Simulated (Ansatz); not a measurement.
# BiTe (R-3m) in Ansatz: equation of state

How stiff is BiTe in PBEsol, and what volume does it want? The cell is scaled to several volumes.

Everything below comes from runs of Ansatz 0.2.0. Logs are shortened: lines on timing, memory, paths and dates and some standing lists are left out, and cuts for length are marked.

## Step 1: The structure

Symmetry: R-3m, No. 166, trigonal system. The conventional cell has a = 4.845 Å, b = 4.845 Å, c = 9.952 Å, α = 90.00°, β = 90.00°, γ = 120.00°. Bi (site symmetry -3m) is surrounded by 6 Te at 3.25 Å. Around Te (site symmetry -3m) lie 6 Bi at 3.25 Å.

The cell comes from a database or a generator and needn't be the stable form of this composition.

## Step 2: Equation of state, PBEsol

Potentials or basis: all-electron LAPW, scalar-relativistic.

This step only gathers the single runs of the series.

What came out:

```
Equilibrium volume                        : 32.19 Å³/atom
Bulk modulus at fixed shape and positions : 55 GPa
Pressure derivative of the bulk modulus   : 4.6
```

Energy against volume, from the lowest point:
| volume (Å³/atom) | energy (meV/atom) |
| --- | --- |
| 31.701 | 1.09 |
| 32.376 | 0.00 |
| 33.050 | 3.60 |
| 33.725 | 11.37 |
| 34.399 | 22.87 |
| 35.074 | 37.67 |
| 35.748 | 55.42 |

Caveat: the cell was scaled at fixed shape and fractional positions, which overstates the stiffness of a crystal with free parameters, most of all of layers and chains.
